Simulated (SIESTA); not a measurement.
This SIESTA 5.4.2 run on Au needs a look.

The input Au.fdf:

```
SystemName                      Au
SystemLabel                     Au
NumberOfSpecies                 1
NumberOfAtoms                   2
%block ChemicalSpeciesLabel
  1  79 Au
%endblock ChemicalSpeciesLabel

LatticeConstant                 1.0 Ang
%block LatticeVectors
     2.6622700000     0.0000000000     0.0000000000
     0.0000000000     2.6617000000     0.0000000000
     0.0000000000     0.0000000000    23.8000000000
%endblock LatticeVectors
AtomicCoordinatesFormat         Ang
%block AtomicCoordinatesAndAtomicSpecies
     0.0000000000     1.3308500000     7.0000560000  1
%endblock AtomicCoordinatesAndAtomicSpecies

%block kgrid.MonkhorstPack
   10   0   0  0.0
    0  10   0  0.0
    0   0   1  0.0
%endblock kgrid.MonkhorstPack
XC.Functional                   GGA
XC.Authors                      PBE
PAO.BasisSize                   DZP
PAO.EnergyShift                 0.003 Ry
Mesh.Cutoff                     800 Ry
OccupationFunction              FD
ElectronicTemperature           0.05 eV
Slab.DipoleCorrection           vacuum
MaxSCFIterations                100
SCF.MustConverge                false
SCF.Mixer.Method                Pulay
SCF.Mixer.Weight                0.25
SCF.Mixer.History               8
SCF.DM.Tolerance                5.0e-05
SCF.H.Tolerance                 1.0e-03 eV
WriteForces                     true
Charge.Mulliken                 end
Charge.Hirshfeld                end
Charge.Voronoi                  end
SaveRho                         true
SaveElectrostaticPotential      true
%block PAO.Basis
  Au 5
  n=5 0 2
    2.662 0.000
  n=6 0 2
    7.025 0.000
  n=5 1 2
    3.170 0.000
  n=6 1 1
    7.025
  n=5 2 2
    5.458 0.000
%endblock PAO.Basis
```

Potentials or basis: PseudoDojo 0.4 standard (PBE files), DZP (energy shift 0.003 Ry; two zetas on semicore shells).

Run with:

```console
$ siesta < Au.fdf > Au.out 2>&1
```

Au.out:

```text
Version         : 5.4.2

                           ***********************
                           *  WELCOME TO SIESTA  *
                           ***********************

 NOTE: Siesta V5 introduces some new defaults for basis-set generation
 NOTE: which might lead to slightly different numerical results.
 NOTE: Please see the manual for full details and compatibility measures.

[... 320 lines left out ...]

prinput: ----------------------------------------------------------------------

coor:   Atomic-coordinates input format  =     Cartesian coordinates
coor:                                          (in Angstroms)
coor: ERROR in AtomicCoordinatesAndAtomicSpecies block
Stopping Program from Node:    0
coor: ERROR in AtomicCoordinatesAndAtomicSpecies block
Stopping Program from Node:    0

Program received signal SIGABRT: Process abort signal.

Backtrace for this error:
```

Task: What happened, and what is wrong with the input?

Result: The program refused the input. The input holds a flaw that was put in on purpose: wrong number of atoms.
